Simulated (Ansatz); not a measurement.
**Ta₂N: a line through a two-coordinate scan**

An exercise on one series of results from a longer session: the logs are not shown, and one member is left open.

Program: Ansatz 0.2.0. Level of theory: DFT LDA, scalar-relativistic, plane waves, PAW. These are calculated values, not measurements.

16 further runs of the same task are left out: 16 set aside as unsound or not needed. Runs told in other sessions of the task aren't counted.

## Starting point

Symmetry: P-3m1, No. 164, trigonal system. The conventional cell has a = 3.062 Å, b = 3.062 Å, c = 4.787 Å, α = 90.00°, β = 90.00°, γ = 120.00°. Ta (site symmetry 3m) has 3 N at 2.14 Å in its first shell of neighbours. Around N (site symmetry -3m) lie 6 Ta at 2.14 Å.

As a file:

```
Ta N
1.0
     3.06184    0.00000    0.00000
    -1.53092    2.65163    0.00000
     0.00000    0.00000    4.78716
Ta N
2 1
Direct
  0.66667 0.33333 0.74669
  0.33333 0.66667 0.25331
  0.00000 0.00000 0.00000
```

It goes back to an entry of the Materials Project, which need not be the stable form.

This cell was relaxed beforehand with the same method: volume 12.96 Å³/atom, gap on the mesh none (metal).

## The scan

The energy is mapped over volume and the cell's shape.

First coordinate, volume per atom: 7 values from 11.919 to 13.992 Å³. Second coordinate, c/a of the conventional cell: 7 values from 1.443 to 1.694.

Nothing else is relaxed (fractional coordinates fixed). Energies count from the relaxed crystal. Points are written as (first, second).

The first run:

input.yaml

```yaml
crystal:
  lattice:
    - [2.9797313057, 0.0, 0.0]
    - [-1.4898656529, 2.5805230071, 0.0]
    - [0.0, 0.0, 4.7848525306]
  atoms:
    - { symbol: Ta, position: [0.6666666667, 0.3333333333, 0.7466885012] }
    - { symbol: Ta, position: [0.3333333333, 0.6666666667, 0.2533114988] }
    - { symbol: "N", position: [0.0, 0.0, 0.0] }
basis:
  ecutwfc: 520.0
kpoints:
  mp_grid: { grid: [18, 18, 10] }
hamiltonian:
  xc: lda
  pseudopotentials: { kind: paw, azcp: { folder: soft_1 } }
scf:
  occupations: { method: gaussian, width: 0.15 }
output:
  forces: true
  stress: true
  eigenvalues: true
```

On the command line:

```
ansatz run input.yaml --threads 2 --pin off --max-ram 4096MiB --backend cpu --events-out ev --progress --plain --runs-dir out
```

Among the steps run: Grid point (12.264 Å³, 1.606); The run at (12.955 Å³, 1.606); Point (13.301 Å³, 1.606); The run at (13.646 Å³, 1.606); The run at (13.992 Å³, 1.606).

One of the session's tables, all rows but one given; the rest of the session is left out.

It belongs to the step «The line in numbers». 

| volume per atom (Å³) | energy (meV/atom) | slope (meV/atom per Å³) | pressure (GPa) | largest force on an atom (eV/Å) |
| --- | --- | --- | --- | --- |
| 11.919 | 100 | −198 | 31.7 | 0.96 |
| 12.264 | 45 | −123 | 19.7 | 0.69 |
| 12.610 | ? | ? | ? | ? |
| 12.955 | 4.2 | 0 | 0.1 | 0.22 |
| 13.301 | 13 | 49 | −7.8 | 0.03 |
| 13.646 | 37 | 92 | −14.7 | 0.15 |
| 13.992 | 75 | 129 | −20.6 | 0.30 |

**Question.** Estimate the row for volume per atom (Å³) = 12.610.

Worked estimate for «energy (meV/atom)». A straight line through the neighbours (12.264, 45) and (12.955, 4.2) gives 45 + (4.2 − 45) × (12.610 − 12.264) / (12.955 − 12.264) = 25; a parabola fitted to 4 rows on both sides gives 14.

As computed: energy (meV/atom): 14; slope (meV/atom per Å³): −57; pressure (GPa): 9.2; largest force on an atom (eV/Å): 0.44. In «energy (meV/atom)» the line misses by +11 and the parabola by +0.

Energies count from the relaxed crystal. Rows without a step come from runs not printed here or follow by symmetry. Slopes come from the forces (and the stress, where the cell changes), not from differences of energies.

In words: The lowest point computed on the line is at 12.955 Å³, 4.2 meV/atom from the zero. V·d²E/dV² there is about 320 GPa, a bulk modulus under this line's constraint. The highest point computed, at 11.919 Å³, lies 96 meV/atom above the lowest. A rigid map gives upper bounds: relaxing the other coordinates can only lower a point. The final runs have no spin polarisation, so a magnetic state may lie lower.

To keep in mind: Warnings in the runs' records: pseudo functional mismatch.
